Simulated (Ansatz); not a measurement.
A first try at an equation of state with a fit of BiTe, space group Fm-3m, using Ansatz's Python interface.

Script `eos.py`:
```python
import ansatz as az
import numpy as np
from pymatgen.analysis.eos import EOS

XC = "pbe"
ECUT = 40
SMEARING = "Gaussian"
WIDTH_EV = 0.1
MAX_ITERATIONS = 75
MESH = (8, 8, 8)

VECTORS = np.array([
    [0.0, 3.235, 3.235],
    [3.235, 0.0, 3.235],
    [3.235, 3.235, 0.0],
])
SITES = [
    ("Bi", (0.0, 0.0, 0.0)),
    ("Te", (0.5, 0.5, 0.5)),
]


def build(cell):
    crystal = az.Crystal(lattice=az.Lattice.of(cell))
    for symbol, position in SITES:
        crystal = crystal.atom(symbol, position)
    return crystal

volumes, energies, pressures = [], [], []
for scale in np.linspace(0.88, 1.12, 7):
    cell = VECTORS * scale ** (1 / 3)
    base = (
        build(cell).calculation()
        .functional(XC)
        .basis(ECUT)
        .occupations(SMEARING, width=WIDTH_EV)
        .scf(max_iterations=MAX_ITERATIONS)
        .kpoints(*MESH)
        .stress()
    )
    report = base.run(threads=1).report
    volumes.append(abs(np.linalg.det(cell)) / len(SITES))
    energies.append(report["free_energy_ev"] / len(SITES))
    pressures.append(np.trace(report["stress_gpa"]) / 3)
    print(f"V = {volumes[-1]:8.4f} A^3/atom  F = {energies[-1]:.5f} eV/atom  P = {pressures[-1]:8.3f} GPa")

for form in ["birch_murnaghan"]:
    fit = EOS(eos_name=form).fit(volumes, energies)
    print(f"{form:18s} V0 {fit.v0:8.4f} A^3/atom  B0 {fit.b0_GPa:7.1f} GPa  B1 {fit.b1:5.2f}")
```

```console
$ python eos.py
DeckWarning: basis.ecutwfc = 40 eV is below the records' recommended 420 eV, and the density's cutoff is lower with it unless basis.ecutrho_ratio is high enough to keep the records' density cutoff: compare with a run at a higher cutoff
DeckWarning: basis.ecutrho_ratio 4 (ecutrho = 160 eV, dense FFT grid 10×10×10): the grid does not resolve the core-correction charge of Te (measure 1.38 e/Å^2.5), Bi (0.36); warned from 0.08. The energy and each atom's force then go with where the atoms sit on the grid: on a 12-atom cubic HfO2 cell under PBE a rigid shift of all atoms moved the force on Hf by 0.18 eV/Å at 0.48, by 0.036 at 0.24 and by 0.007 at 0.11. If this deck is also warned that a cutoff or its ratio is below what is recommended, mend that before anything below. First try basis.xc_grid, which is 1 on this run (the dense grid itself), where it is not refused (2, then 3). Above 1 the core-correction charge is laid on the exchange–correlation grid, and this warning is never given, whether or not the level is enough: its absence clears nothing. Test the level that you keep as below, above all under a meta-GGA. That key's page has a check by the forces of two runs, which can only reject a level. A larger basis.ecutrho_ratio can raise measure and error alike: a --dry-run at basis.xc_grid: 1 prints this line at no cost. To test a result, follow "To test a result" on basis.ecutrho_ratio's page in the input reference, [...]
Traceback (most recent call last):
  File "eos.py", line 41, in <module>
    report = base.run(threads=1).report
             ~~~~~~~~^^^^^^^^^^^
  ...
ansatz.NonConvergedError: refused after 9 iterations: one_centre_occupation = 2.27e0 (threshold 2.00e0); read on the Te atom at site 1 (counted from 0), in its partial waves of l = 0. The loop had accepted its state. The figure is how many electrons the atom's PAW partial-wave expansion lays in one spin orbital inside its sphere. Of a state that the partial waves describe, at an atom whose sphere does not reach far into another's, it is at most what a level can hold: about one, and more with the corrected tetrahedra; the threshold leaves room over one. Most likely the run has filled a ghost state, a level that the dataset's projectors bind and the atom lacks (a dataset that is sound under one functional can have one under another), or spheres, of atoms or of an atom and its images, overlap so deeply that the expansion counts electrons twice. The SCF's residuals do not see that, and the energy, the forces and the levels can be wrong by many eV: no result is given. To try: another dataset for the element (`hamiltonian.pseudopotentials`: `source: ansatz` if the run read another table, another `kind`, or another file under `azcp`); where atoms stand so close that spheres overlap [...]
$ echo $?
1
```
(Warnings from the package without file and line, shortened; library frames cut from the traceback.)

Find the fault and give the corrected script.

The fault: the plane-wave cutoff is far below what the potentials need. The correction:

```diff
--- before
+++ after
@@ -5,3 +5,2 @@
 XC = "pbe"
-ECUT = 40
 SMEARING = "Gaussian"
@@ -34,3 +33,3 @@
         .functional(XC)
-        .basis(ECUT)
+        .basis(16 * az.Ha)
         .occupations(SMEARING, width=WIDTH_EV)
```

The mended script runs so:

```console
$ python eos.py
V =  29.7924 A^3/atom  F = -9688.21711 eV/atom  P =    9.289 GPa
V =  31.1466 A^3/atom  F = -9688.27992 eV/atom  P =    5.714 GPa
V =  32.5008 A^3/atom  F = -9688.31582 eV/atom  P =    2.890 GPa
V =  33.8550 A^3/atom  F = -9688.33040 eV/atom  P =    0.645 GPa
V =  35.2092 A^3/atom  F = -9688.32798 eV/atom  P =   -1.153 GPa
V =  36.5634 A^3/atom  F = -9688.31192 eV/atom  P =   -2.593 GPa
V =  37.9176 A^3/atom  F = -9688.28497 eV/atom  P =   -3.741 GPa
birch_murnaghan    V0  34.3048 A^3/atom  B0    47.2 GPa  B1  4.69
```

Caveats:
- Absolute energies stand on the zero of these potentials, so only differences at equal settings mean something.
- The mesh is modest for a metal, so energies can be off by several to tens of meV an atom and pressures by half a GPa or more; differences at equal mesh fare better.
- Pressure is positive in compression.
- Spin-orbit coupling, which matters for elements this heavy, is left out.
- The structure is a deposited one; some such entries were measured under pressure or heat, so a shift against it needn't be the functional's error alone.
- Run time: 14 s on 1 thread of Arm Neoverse V2 (shared host), peak memory 0.5 GiB.
